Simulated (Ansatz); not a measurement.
**BaTiO3 (P4mm): equation of state**

Aim: the bulk modulus of BaTiO3 (P4mm) from energies at several volumes around the relaxed one, with shape and atoms relaxed at each.

The COD entry's cell or inner coordinates are ideal or old and differ from later refinements, so a difference from it is no clean test against experiment.

Method: DFT PBE, scalar-relativistic, plane waves, PAW, in Ansatz 0.2.0.

Spin polarisation is switched off on purpose; where the compound carries moments, volume, stiffness and gap are then not the real material's.

### Step 1. The starting structure

Symmetry: P4mm, No. 99, tetragonal system. The conventional cell has a = 3.985 Å, b = 3.985 Å, c = 4.202 Å, α = 90.00°, β = 90.00°, γ = 90.00°. Around Ba (site symmetry 4mm) lie 12 O at 2.80 to 2.99 Å. Ti (site symmetry 4mm) has 5 O at 1.81 to 2.00 Å as nearest neighbours. O (site symmetry 4mm) has 1 Ti at 1.81 Å as nearest neighbours. O (site symmetry 2mm) has 2 Ti at 2.00 Å and 2 Ba at 2.80 Å as nearest neighbours.

Coordinates:

```cif
data_structure
_symmetry_space_group_name_H-M 'P 1'
_symmetry_Int_Tables_number 1
_cell_length_a 3.9853
_cell_length_b 3.9853
_cell_length_c 4.2020
_cell_angle_alpha 90.000
_cell_angle_beta 90.000
_cell_angle_gamma 90.000
_cell_volume 66.74
loop_
_atom_site_label
_atom_site_type_symbol
_atom_site_fract_x
_atom_site_fract_y
_atom_site_fract_z
_atom_site_occupancy
Ba1 Ba 0.00000 0.00000 0.98928 1
Ti1 Ti 0.50000 0.50000 0.47206 1
O1 O 0.50000 0.50000 0.04088 1
O2 O 0.50000 0.00000 0.52039 1
O3 O 0.00000 0.50000 0.52039 1
```

This cell comes from an earlier session at PBE: 13.348 Å³/atom at 0.00 GPa, on a 8×8×8 mesh.

Volume factors to run: 0.980, 1.020, 0.960, 1.040.

### Step 2. Volume × 0.980

input.yaml

```yaml
crystal:
  lattice:
    - [3.9585333146, 0.0, 0.0]
    - [0.0, 3.9585333146, 0.0]
    - [0.0, 0.0, 4.1738431359]
  atoms:
    - { symbol: Ba, position: [0.0, 0.0, -0.0107167314] }
    - { symbol: Ti, position: [0.5, 0.5, 0.4720592577] }
    - { symbol: O, position: [0.5, 0.5, 0.0408775861] }
    - { symbol: O, position: [0.5, 0.0, 0.5203899438] }
    - { symbol: O, position: [0.0, 0.5, 0.5203899438] }
basis:
  ecutwfc: 420
  ecutrho_ratio: 4
kpoints:
  mp_grid: { grid: [8, 8, 8] }
hamiltonian:
  xc: pbe
scf:
  occupations: { method: gaussian, width: 0.05 }
output:
  forces: true
  stress: true
  eigenvalues: true
relax:
  f_tol: 0.01
  max_steps: 40
  cell: { stress_tol: 0.1, fix: [volume] }
```

Run with:

```bash
ansatz run input.yaml --threads 1 --pin off --max-ram 2560MiB --backend cpu --events-out ev --progress --plain --runs-dir out
```

After this run come: Scaling the volume by 1.020; Volume × 0.960; Scaling the volume by 1.040.

Before running it: what results should come out? Wanted: fit.

As calculated:

```
quantity                    value
     fit  poor, no modulus quoted
```

The points don't follow one smooth curve, or give an unlikely pressure derivative, as when the electronic state or the structure changes between volumes; no modulus is quoted. These are values at 0 K without zero-point motion.
